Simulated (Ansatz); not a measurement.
# Ga3Ir: the cost of one run

Computed with Ansatz 0.2.0 (DFT PBEsol, scalar-relativistic, plane waves, PAW).

## (1) The system as given

It takes space group P4_2/mnm (No. 136, tetragonal). The conventional cell has a = 6.575 Å, b = 6.575 Å, c = 6.714 Å, α = 90.00°, β = 90.00°, γ = 90.00°. Around Ga (site symmetry 2/m) lie 2 Ir at 2.47 Å. Ga (site symmetry m) is surrounded by 3 Ir at 2.48 to 2.62 Å and 1 Ga at 2.61 Å. Ir (site symmetry m2m) is surrounded by 8 Ga at 2.47 to 2.62 Å.

Structure file:

```
CELL_PARAMETERS angstrom
6.57524 0.00000 0.00000
0.00000 6.57524 0.00000
0.00000 0.00000 6.71383
ATOMIC_POSITIONS crystal
Ga 0.00000 0.50000 0.50000
Ga 0.50000 0.00000 0.00000
Ga 0.50000 0.00000 0.50000
Ga 0.00000 0.50000 0.00000
Ga 0.35952 0.64048 0.25434
Ga 0.64048 0.35952 0.25434
Ga 0.14048 0.14048 0.75434
Ga 0.85952 0.85952 0.75434
Ga 0.64048 0.35952 0.74566
Ga 0.35952 0.64048 0.74566
Ga 0.85952 0.85952 0.24566
Ga 0.14048 0.14048 0.24566
Ir 0.16048 0.83952 0.50000
Ir 0.83952 0.16048 0.50000
Ir 0.33952 0.33952 0.00000
Ir 0.66048 0.66048 0.00000
```

It goes back to an entry of the Materials Project.

It is the result of an earlier relaxation at this level (volume 18.14 Å³/atom; gap on the mesh: 0.07 eV).

## (2) The cell under PBEsol

input.yaml reads:

```yaml
crystal:
  lattice:
    - [6.5752367299, 0.0, 0.0]
    - [0.0, 6.5752367299, 0.0]
    - [0.0, 0.0, 6.713834894]
  atoms:
    - { symbol: Ga, position: [0.0, 0.5, 0.5] }
    - { symbol: Ga, position: [0.5, 0.0, 0.0] }
    - { symbol: Ga, position: [0.5, 0.0, 0.5] }
    - { symbol: Ga, position: [0.0, 0.5, 0.0] }
    - { symbol: Ga, position: [0.3595172323, 0.6404827677, 0.254337816] }
    - { symbol: Ga, position: [0.6404827677, 0.3595172323, 0.254337816] }
    - { symbol: Ga, position: [0.1404827677, 0.1404827677, 0.754337816] }
    - { symbol: Ga, position: [0.8595172323, 0.8595172323, 0.754337816] }
    - { symbol: Ga, position: [0.6404827677, 0.3595172323, 0.745662184] }
    - { symbol: Ga, position: [0.3595172323, 0.6404827677, 0.745662184] }
    - { symbol: Ga, position: [0.8595172323, 0.8595172323, 0.245662184] }
    - { symbol: Ga, position: [0.1404827677, 0.1404827677, 0.245662184] }
    - { symbol: Ir, position: [0.1604787594, 0.8395212406, 0.5] }
    - { symbol: Ir, position: [0.8395212406, 0.1604787594, 0.5] }
    - { symbol: Ir, position: [0.3395212406, 0.3395212406, 0.0] }
    - { symbol: Ir, position: [0.6604787594, 0.6604787594, 0.0] }
basis:
  ecutwfc: 420
kpoints:
  mp_grid: { grid: [6, 6, 6] }
hamiltonian:
  xc: pbesol
scf:
  occupations: { method: gaussian, width: 0.01 }
output:
  forces: true
  stress: true
  eigenvalues: true
relax:
  adjacent_minimum: "off"
  f_tol: 0.005
  max_steps: 50
  cell: { stress_tol: 0.05 }
```

The run is started by

```bash
ansatz run input.yaml --threads 4 --pin off --max-ram 10240MiB --backend cpu --events-out ev --progress --plain --runs-dir out
```

**Question.** How long does this run take on 4 threads of Arm Neoverse N1, shared host, and how much memory does it need?

About 6.5 min, with a peak of 2 GiB.
